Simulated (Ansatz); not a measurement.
# BrH₃O₂Sn: a ladder of functionals and wavefunction methods

The task here is to estimate one member of a computed series from the others.

Method: functionals in def2-TZVPP, the program's frozen cores in correlated methods; program: Ansatz 0.2.0, Gaussian basis.

The runs, in order: LDA (SPW92), PBE-D4, revPBE-D4, BLYP-D4, r2SCAN-D4, B97M-V, PBE0-D4, B3LYP-D4, r2SCANh-D4, r2SCAN0-D4, HSE06-D4, BHLYP-D4, CAM-B3LYP-D4, LC-ωPBE, ωB97X-V, ωB97M-V, B2PLYP, PBE-QIDH; CCSD(T)/def2-SVP; CCSD(T)/def2-TZVPP; MP2/def2-QZVPP; extrapolation to the limit; RPA on PBE.

## The geometry

The geometry comes from an earlier relaxation with PBE0-D4 in a triple-zeta def2 set; it is a stationary point, not always the lowest conformer. Sn takes the def2 core potential; no spin-orbit term is included.

SMILES `[OH][SnH]([OH])[Br]`, 7 atoms, charge 0, spin multiplicity 1.

Atoms are counted from 1 here; the program's logs count them from 0.

Bond lengths: O1–Sn2 1.949 Å, O1–H5 0.961 Å, Sn2–O3 1.942 Å, Sn2–Br4 2.474 Å, Sn2–H6 1.690 Å, O3–H7 0.961 Å. Angles: Sn2–O1–H5 112.4°, O1–Sn2–O3 107.2°, O1–Sn2–Br4 105.2°, O1–Sn2–H6 113.9°, O3–Sn2–Br4 109.9°, O3–Sn2–H6 107.7°, Br4–Sn2–H6 112.8°, Sn2–O3–H7 113.2°.

The first run:

The input, in.yaml:

```yaml
crystal:
  periodic: [false, false, false]
  atoms:
    - {symbol: O, position_ang: [-0.118831, 1.589425, -0.496439]}
    - {symbol: Sn, position_ang: [-0.060091, -0.075843, 0.514788]}
    - {symbol: O, position_ang: [1.535363, -1.032450, -0.043889]}
    - {symbol: Br, position_ang: [-2.078653, -1.325898, -0.179678]}
    - {symbol: H, position_ang: [-0.913554, 1.664762, -1.031801]}
    - {symbol: H, position_ang: [0.032575, 0.142398, 2.187648]}
    - {symbol: H, position_ang: [1.664389, -1.030395, -0.996228]}
basis:
  gaussian: {orbitals: def2-TZVPP}
hamiltonian: {xc: lda}
output: {orbitals: {seedname: orbitals}}
```

Started as:

```bash
ansatz run in.yaml --threads 2 --pin off --events-out ev --progress --plain --max-ram 22528MiB --backend cpu
```

Steps of the session up to this table: LDA; PBE-D4 (GGA); revPBE-D4 (GGA); BLYP-D4 (GGA); r2SCAN-D4 (meta-GGA); B97M-V (meta-GGA); PBE0-D4 (hybrid); B3LYP-D4 (hybrid); r2SCANh-D4 (hybrid); r2SCAN0-D4 (hybrid); HSE06-D4 (hybrid); BHLYP-D4 (hybrid); CAM-B3LYP-D4 (range-separated); LC-ωPBE (range-separated); ωB97X-V (range-separated); ωB97M-V (range-separated); B2PLYP (double hybrid); PBE-QIDH (double hybrid).

One table of the session follows, with a row left open; its other results are not shown here.

It belongs to the step «Frontier levels by functional». 

```
  functional  HOMO (eV)  LUMO (eV)  gap (eV)
 LDA (SPW92)      -7.45      -2.72      4.73
      PBE-D4      -7.27      -2.44      4.83
   revPBE-D4      -7.21      -2.33      4.87
     BLYP-D4      -7.13      -2.42      4.71
   r2SCAN-D4      -7.65      -2.19      5.46
      B97M-V      -7.72      -2.16      5.56
     PBE0-D4      -8.68      -1.51      7.17
    B3LYP-D4      -8.40      -1.85      6.56
  r2SCANh-D4      -8.17      -1.86      6.31
  r2SCAN0-D4      -8.92      -1.36      7.56
    HSE06-D4          ?          ?         ?
    BHLYP-D4      -9.86      -0.59      9.27
CAM-B3LYP-D4     -10.03      -0.55      9.48
     LC-ωPBE     -11.44       0.73     12.17
     ωB97X-V     -11.06       0.60     11.66
     ωB97M-V     -10.92       0.43     11.35
```

Q: Estimate the row for HSE06-D4 from the others.

As computed: HOMO (eV): -8.28; LUMO (eV): -1.88; gap (eV): 6.40. In the column «HOMO (eV)» it lies between B3LYP-D4 (-8.40) and r2SCANh-D4 (-8.17).
